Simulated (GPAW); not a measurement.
Co3W, 4 atoms in the cell. Symmetry: Pm-3m, No. 221, cubic system. Conventional cell: a = 3.567 Å, b = 3.567 Å, c = 3.567 Å, α = 90.00°, β = 90.00°, γ = 90.00°. Around W (site symmetry m-3m) lie 12 Co at 2.52 Å. Around Co (site symmetry 4/mmm) lie 4 W at 2.52 Å and 8 Co at 2.52 Å. The cell comes from a database or a generator and needn't be the stable form of this composition.

| Quantity | Value |
| --- | --- |
| Program | GPAW 26.7.0 |
| Task | single point |
| Functional | PBEsol |
| Potentials or basis | PAW data sets generated in the run's folder for this functional |
| Cutoff | 600 eV |
| Basis | pw |
| k mesh | 8 × 8 × 8 |
| Occupations | fermi-dirac, width 0.05 eV |
| Spin | collinear spin, ferromagnetic start |
| Starting moments | [0.0, 2.0, 2.0, 2.0] μB |
| Maxiter | 150 |

Potentials or basis: PAW data sets generated in the run's folder for this functional, pw.

Launch:

```sh
$ gpaw-setup -f PBEsol Co W
$ OMP_NUM_THREADS=1 python run.py
```

Hardware: 1 thread of Arm Neoverse V2, on a shared host.

Problem. How long does it take, and how much memory?

Solution. Run time: 110 s on 1 thread of Arm Neoverse V2, with other jobs on the host, peak memory 0.23 GiB. Counts: scf iterations 15, plane waves 1568, bands 40, k points 35.
